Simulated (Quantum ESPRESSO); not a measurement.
# GaF (Immm) in Quantum ESPRESSO: single point with PBEsol+D3

Aim: the single point of GaF with PBEsol+D3.

All numbers are computed with Quantum ESPRESSO 7.5; they aren't measurements. Logs are shortened: lines on timing, memory, paths and dates and some standing lists are left out, and cuts for length are marked.

## Step 1: The crystal as given

It takes space group Immm (No. 71, orthorhombic). Conventional cell: a = 3.494 Å, b = 4.988 Å, c = 5.906 Å, α = 90.00°, β = 90.00°, γ = 90.00°. Ga (site symmetry mm2) is surrounded by 6 F at 2.35 to 2.40 Å. F (site symmetry m2m) is surrounded by 1 F at 1.27 Å.

The cell was built by a generator and needn't be a form met in nature.

## Step 2: Single point, PBEsol+D3

File pw.in:

```
&CONTROL
  calculation = 'scf'
  prefix = 'pwscf'
  outdir = './tmp'
  pseudo_dir = './pseudo'
  tprnfor = .true.
  tstress = .true.
  disk_io = 'low'
/
&SYSTEM
  ibrav = 0
  A = 4.24198147
  nat = 4
  ntyp = 2
  ecutwfc = 114
  nbnd = 38
  occupations = 'smearing'
  smearing = 'fd'
  degauss = 0.00734986
  vdw_corr = 'grimme-d3'
  dftd3_version = 3
/
&ELECTRONS
  conv_thr = 8d-10
  electron_maxstep = 120
  mixing_beta = 0.5
/
ATOMIC_SPECIES
Ga    69.7230 Ga.upf
F     18.9984 F.upf
CELL_PARAMETERS alat
  -0.4118791636    0.5879693364    0.6961663696
   0.4118791636   -0.5879693364    0.6961663696
   0.4118791636    0.5879693364   -0.6961663696
ATOMIC_POSITIONS alat
Ga     0.0000000000    0.0000000000    0.3568046596
Ga     0.0000000000    0.0000000000    1.0355280796
F      0.0000000000    0.7371755750    0.0000000000
F      0.0000000000    0.4387630978    0.0000000000
K_POINTS automatic
9 9 9 0 0 0
```

File pp_density.in:

```
&INPUTPP
  prefix = 'pwscf'
  outdir = './tmp'
  filplot = 'density.dat'
  plot_num = 0
/
&PLOT
  nfile = 1
  filepp(1) = 'density.dat'
  iflag = 3
  output_format = 6
  fileout = 'density.cube'
/
```

File pp_potential.in:

```
&INPUTPP
  prefix = 'pwscf'
  outdir = './tmp'
  filplot = 'potential.dat'
  plot_num = 11
/
&PLOT
  nfile = 1
  filepp(1) = 'potential.dat'
  iflag = 3
  output_format = 6
  fileout = 'potential.cube'
/
```

File pp_elf.in:

```
&INPUTPP
  prefix = 'pwscf'
  outdir = './tmp'
  filplot = 'elf.dat'
  plot_num = 8
/
&PLOT
  nfile = 1
  filepp(1) = 'elf.dat'
  iflag = 3
  output_format = 6
  fileout = 'elf.cube'
/
```

Potentials or basis: PseudoDojo 0.4 SR PBEsol stringent.

On the command line:

```
OMP_NUM_THREADS=1 pw.x -in pw.in > pw.out
OMP_NUM_THREADS=1 pp.x -in pp_density.in > pp_density.out
OMP_NUM_THREADS=1 pp.x -in pp_potential.in > pp_potential.out
OMP_NUM_THREADS=1 pp.x -in pp_elf.in > pp_elf.out
```

pw.out:

```text
This program is part of the open-source Quantum ESPRESSO suite
     for quantum simulation of materials; please cite
         "P. Giannozzi et al., J. Phys.:Condens. Matter 21 395502 (2009);
         "P. Giannozzi et al., J. Phys.:Condens. Matter 29 465901 (2017);
         "P. Giannozzi et al., J. Chem. Phys. 152 154105 (2020);
     in publications or presentations arising from this work. More details at

     Message from routine setup:
     using ibrav=0 with symmetry is DISCOURAGED, use correct ibrav instead

     G-vector sticks info
     --------------------
     sticks:   dense  smooth     PW     G-vecs:    dense   smooth      PW
     Sum        2331    2331    689                57071    57071    9181

     Using Slab Decomposition

     bravais-lattice index     =            0
     lattice parameter (alat)  =       8.0162  a.u.
     unit-cell volume          =     347.3765 (a.u.)^3
     number of atoms/cell      =            4
     number of atomic types    =            2
     number of electrons       =        56.00
     number of Kohn-Sham states=           38
     kinetic-energy cutoff     =     114.0000  Ry
     charge density cutoff     =     456.0000  Ry
     scf convergence threshold =      8.0E-10
     mixing beta               =       0.5000
     number of iterations used =            8  plain     mixing
     Exchange-correlation= PBESOL
                           (   1   4  10   8   0   0   0)

     celldm(1)=   8.016183  celldm(2)=   0.000000  celldm(3)=   0.000000
     celldm(4)=   0.000000  celldm(5)=   0.000000  celldm(6)=   0.000000

     crystal axes: (cart. coord. in units of alat)
               a(1) = (  -0.411879   0.587969   0.696166 )
               a(2) = (   0.411879  -0.587969   0.696166 )
               a(3) = (   0.411879   0.587969  -0.696166 )

     reciprocal axes: (cart. coord. in units 2 pi/alat)
               b(1) = ( -0.000000  0.850384  0.718219 )
               b(2) = (  1.213948  0.000000  0.718219 )
               b(3) = (  1.213948  0.850384  0.000000 )

     PseudoPot. # 1 for Ga read from file:
     Ga.upf
     Pseudo is Norm-conserving + core correction, Zval = 21.0
     Generated using ONCVPSP code by D. R. Hamann
     Using radial grid of 1902 points,  6 beta functions with:
                l(1) =   0
                l(2) =   0
                l(3) =   1
                l(4) =   1
                l(5) =   2
                l(6) =   2

     PseudoPot. # 2 for F  read from file:
     F.upf
     Pseudo is Norm-conserving + core correction, Zval =  7.0
     Generated using ONCVPSP code by D. R. Hamann
     Using radial grid of  832 points,  5 beta functions with:
                l(1) =   0
                l(2) =   0
                l(3) =   1
                l(4) =   1
                l(5) =   2

     atomic species   valence    mass     pseudopotential
     Ga               21.00    69.72300     Ga( 1.00)
     F                 7.00    18.99840     F ( 1.00)

      8 Sym. Ops., with inversion, found

   Cartesian axes

     site n.     atom                  positions (alat units)
         1        Ga     tau(   1) = (   0.0000000   0.0000000   0.3568047  )
         2        Ga     tau(   2) = (   0.0000000   0.0000000   1.0355281  )
         3        F      tau(   3) = (   0.0000000   0.7371756   0.0000000  )
         4        F      tau(   4) = (   0.0000000   0.4387631   0.0000000  )

     --------------------------------------------
     DFT-D3 Dispersion Correction (3-body terms):
     --------------------------------------------
       Reference C6 values for interpolation:

         atom   Coordination number   C6
         F          0.000            19.38
         F          0.998            14.27
         Ga         0.000           967.50
         Ga         0.960           843.30
         Ga         1.931           515.75
         Ga         2.923           344.63

       Values used:

         atom   Coordination number  R0_AB[au]  C6      C8
         Ga         5.887            3.740    344.63  38742.74
         Ga         5.887            3.740    344.63  38742.74
         F          3.823            2.173     14.27    244.15
         F          3.823            2.173     14.27    244.15

         Molecular C6 ( Ry / a.u.^6 ) =      1918.09

     number of k points=   125  Fermi-Dirac smearing, width (Ry)=  0.0073

     Number of k-points >= 100: set verbosity='high' to print them.

     Dense  grid:    57071 G-vectors     FFT dimensions: (  60,  60,  60)

     Initial potential from superposition of free atoms

     starting charge      55.9951, renormalised to      56.0000
     Starting wfcs are   34 randomized atomic wfcs +    4 random wfcs

     Self-consistent Calculation

     iteration #  1     ecut=   114.00 Ry     beta= 0.50
     Davidson diagonalization with overlap
     ethr =  1.00E-02,  avg # of iterations =  4.0

     Threshold (ethr) on eigenvalues was too large:
     Diagonalizing with lowered threshold

     Davidson diagonalization with overlap
     ethr =  1.55E-04,  avg # of iterations =  3.0

     total energy              =   -1089.36965103 Ry
     estimated scf accuracy    <       0.08570875 Ry

     iteration #  2     ecut=   114.00 Ry     beta= 0.50
     Davidson diagonalization with overlap
     ethr =  1.53E-04,  avg # of iterations =  2.0

     total energy              =   -1089.37219938 Ry
     estimated scf accuracy    <       0.01203711 Ry

     iteration #  3     ecut=   114.00 Ry     beta= 0.50
     Davidson diagonalization with overlap
     ethr =  2.15E-05,  avg # of iterations =  2.6

     total energy              =   -1089.37141119 Ry
     estimated scf accuracy    <       0.01599046 Ry

     iteration #  4     ecut=   114.00 Ry     beta= 0.50
     Davidson diagonalization with overlap
     ethr =  2.15E-05,  avg # of iterations =  2.0

     total energy              =   -1089.37401779 Ry
     estimated scf accuracy    <       0.00077770 Ry

     iteration #  5     ecut=   114.00 Ry     beta= 0.50
     Davidson diagonalization with overlap
     ethr =  1.39E-06,  avg # of iterations =  2.8

     total energy              =   -1089.37410478 Ry
     estimated scf accuracy    <       0.00001335 Ry

     iteration #  6     ecut=   114.00 Ry     beta= 0.50
     Davidson diagonalization with overlap
     ethr =  2.38E-08,  avg # of iterations =  2.0

     total energy              =   -1089.37410597 Ry
     estimated scf accuracy    <       0.00000077 Ry

     iteration #  7     ecut=   114.00 Ry     beta= 0.50
     Davidson diagonalization with overlap
     ethr =  1.37E-09,  avg # of iterations =  2.0

     total energy              =   -1089.37410604 Ry
     estimated scf accuracy    <       0.00000002 Ry

     iteration #  8     ecut=   114.00 Ry     beta= 0.50
     Davidson diagonalization with overlap
     ethr =  4.21E-11,  avg # of iterations =  2.0

     total energy              =   -1089.37410604 Ry
     estimated scf accuracy    <          2.1E-09 Ry

     iteration #  9     ecut=   114.00 Ry     beta= 0.50
     Davidson diagonalization with overlap
     ethr =  3.67E-12,  avg # of iterations =  2.0

     End of self-consistent calculation

     Number of k-points >= 100: set verbosity='high' to print the bands.

     the Fermi energy is    12.1459 ev

!    total energy              =   -1089.37410604 Ry
     estimated scf accuracy    <          3.3E-11 Ry
     smearing contrib. (-TS)   =      -0.00389411 Ry
     internal energy E=F+TS    =   -1089.37021194 Ry

     The total energy is F=E-TS. E is the sum of the following terms:
     one-electron contribution =    -832.02369182 Ry
     hartree contribution      =     427.72371035 Ry
     xc contribution           =    -123.31366437 Ry
     ewald contribution        =    -561.73106476 Ry
     DFT-D3 Dispersion         =      -0.02550134 Ry

     convergence has been achieved in   9 iterations

     Forces acting on atoms (cartesian axes, Ry/au):

     atom    1 type  1   force =    -0.00000000   -0.00000000   -0.07158911
     atom    2 type  1   force =    -0.00000000   -0.00000000    0.07158911
     atom    3 type  2   force =     0.00000000    0.91645304    0.00000000
     atom    4 type  2   force =    -0.00000000   -0.91645304   -0.00000000

     Total force =     1.300009     Total SCF correction =     0.000017

     Computing stress (Cartesian axis) and pressure

          total   stress  (Ry/bohr**3)                   (kbar)     P=      595.35
   0.00235879  -0.00000000   0.00000000          346.99       -0.00        0.00
   0.00000000   0.00764058   0.00000000            0.00     1123.97        0.00
   0.00000000   0.00000000   0.00214192            0.00        0.00      315.09

=------------------------------------------------------------------------------=
   JOB DONE.
=------------------------------------------------------------------------------=
```

Wall time 6.3 min (1 thread of Intel Xeon 6975P-C (Granite Rapids), shared host); peak memory 0.62 GiB.

Results:

| Quantity | Value |
| --- | --- |
| Free energy | -14821.6898 eV |
| Pressure | 59.5 GPa |
| Largest force | 23.563 eV/Å |
| Band gap on the k mesh | none (metal or under the smearing width) |

Forces in eV/Å, atoms in the order of the input:
```
Ga    0.000   0.000  -1.841
Ga    0.000   0.000   1.841
F     0.000  23.563   0.000
F     0.000 -23.563   0.000
```

Stress tensor (GPa, compression positive):
```
 34.70   0.00   0.00
  0.00 112.40   0.00
  0.00   0.00  31.51
```

Caveat: a pressure of tens of GPa on the cell as given is suspect, and the run, the potentials or the cell itself is likely at fault; pairwise dispersion overbinds metals, which lowers pressure and volume; forces of over 1 eV/Å show positions far from the minimum, so gaps and moduli don't describe the material at rest.

## Step 3: The reference run

An earlier run on the cell as given: functional PBE; potentials or basis SSSP 1.3 efficiency PBE; cutoff 952 eV; density cutoff 7619 eV; k mesh 9 × 9 × 9; occupations fermi-dirac, width 0.05 eV; no spin polarisation.

- Pressure: 66.5 GPa
- Largest force: 24.414 eV/Å
- Band gap on the k mesh: none (metal or under the smearing width)
